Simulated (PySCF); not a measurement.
**C₂H₃BO₂: electronic excitations and core binding energies**

Wanted: the electronic excitations and core binding energies of C₂H₃BO₂ (`C#CB(O)O`), by calculation.

Programs: PySCF 2.14.0, with density-fitted response routines of our own. Each step states its level of theory. These are calculated values for one molecule in the gas phase, unless marked as measured. Atoms count from 0, in the outputs and in this text.

### Step 1. The starting structure

8 atoms, charge 0, multiplicity 1; geometry from: GFN2-xTB.

Bonds of the start (Å): C0–C1 1.20, C1–B2 1.53, B2–O3 1.36, B2–O4 1.36, C0–H5 1.05, O3–H6 0.96, O4–H7 0.96.

### Step 2. Ultraviolet spectrum: B3LYP/def2-SVPD

What the job is given:

```
{"job": {"kind": "uv", "xc": "B3LYP", "basis": "def2-SVPD", "nstates": 8, "ntriplets": 3}, "charge": 0, "multiplicity": 1}
C      2.274754     0.197279    -0.039091
C      1.078174     0.093889    -0.019659
B     -0.447479    -0.037280     0.003905
O     -1.004900    -0.756250     1.009445
O     -1.150693     0.572563    -0.982235
H      3.322224     0.286607    -0.055555
H     -1.959598    -0.827935     1.018344
H     -2.103424     0.480540    -0.959719
```

With the program's defaults for keys left out, this is: TDDFT B3LYP/def2-SVPD, vertical, gas phase, core orbitals frozen in the response.

**Question.** This job is followed by: delta-SCF UKS SCAN, pcX-2 on the ionised atom, pcseg-1 elsewhere, spin-free X2C. Predict these results of the whole session: lowest singlet (B3LYP/def2-SVPD); brightest single state of those computed; lowest triplet; C1s binding energies, SCAN/pcX-2; B1s binding energies, SCAN/pcX-2; O1s binding energies, SCAN/pcX-2.

**Answer**, as computed:

```
                                quantity                        value
        lowest singlet (B3LYP/def2-SVPD)  5.62 eV (221 nm), f = 0.000
brightest single state of those computed  state 2, 6.26 eV, f = 0.043
                          lowest triplet                      4.87 eV
        C1s binding energies, SCAN/pcX-2      C0 290.49, C1 290.27 eV
        B1s binding energies, SCAN/pcX-2                 B2 197.95 eV
        O1s binding energies, SCAN/pcX-2                 O3 539.42 eV
```

What this shows: The lowest singlet, at 5.62 eV, is HOMO→LUMO+1 0.99 and is dark; of the 8 states computed, the strongest absorption comes from state 2 at 6.26 eV. The lowest triplet lies 0.75 eV below the lowest singlet (triplets in Tamm-Dancoff, singlets in full TDDFT). The C1s levels kept as sound span 0.22 eV, from C1 (alkyne carbon) up to C0 (terminal alkyne carbon).
